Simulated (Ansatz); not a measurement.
BClH4SeSi, SMILES B[Se][SiH2]Cl, an atomisation energy

Computed with Ansatz 0.2.0, Python API.

The script, `bclh4sesi.py`:
```python
from collections import Counter

import ansatz as az


def single_point(molecule, charge=0, unpaired=0):
    calc = (
        molecule.calculation()
        .basis(gaussian="def2-SVP")
        .functional("r2scan0")
    )
    if charge:
        calc = calc.charge(charge)
    if unpaired:
        calc = calc.spin("collinear", total=unpaired)
    report = calc.run(threads=1).report
    if report["published_state_doubts"]:
        print("  doubts:", report["published_state_doubts"])
    return report["free_energy_ev"]

GEOMETRY = """
B    -0.63630    1.54460   -0.22930
Se    1.21430    1.06150    0.14710
Si    0.58300   -1.12910    0.29250
Cl    0.07300   -1.82080   -1.57220
H    -1.07410    1.59780   -1.37290
H    -1.41950    1.86210    0.64590
H     1.79670   -1.91690    0.76670
H    -0.44490   -1.25630    1.26630
"""

system = az.Crystal.molecule()
for line in GEOMETRY.strip().splitlines():
    symbol, *xyz = line.split()
    system = system.atom(symbol, [float(v) for v in xyz])

unpaired = {"B": 1, "Se": 2, "Si": 2, "Cl": 1, "H": 1}
counts = Counter(site.symbol for site in system.cartesian_sites)
atom_energy = {s: single_point(az.Crystal.molecule().atom(s, (0, 0, 0)), 0, unpaired[s]) for s in counts}
whole = single_point(system, 0, 0)
for s, e in atom_energy.items():
    print(f"{s:2s} x{counts[s]}  {e:14.5f} eV")
print(f"BClH4SeSi: {whole:.5f} eV")
split = sum(counts[s] * e for s, e in atom_energy.items()) - whole
print(f"atomisation energy (no zero-point term): {23.060548 * split:.1f} kcal/mol, {split / sum(counts.values()):.3f} eV an atom")
```

```console
$ python bclh4sesi.py
B  x1      -669.63914 eV
Se x1    -65339.52671 eV
Si x1     -7870.71504 eV
Cl x1    -12516.15069 eV
H  x4       -13.58464 eV
BClH4SeSi: -86475.19721 eV
atomisation energy (no zero-point term): 572.5 kcal/mol, 3.103 eV an atom
```

572.5 kcal/mol from the electronic energies, without the zero-point term.

What to keep in mind:
- Total energies depend on the basis set; only differences at equal settings carry meaning.
- The geometry is a force-field or estimated start, not a minimum of this method, and the basis set is short of its limit. All parts are taken at fixed geometry, without zero-point energy.
- The spin-orbit lowering of heavy atoms is left out.
- It ran for 12 s on 1 thread of Arm Neoverse V1, with other jobs on the host, peak memory 0.29 GiB.
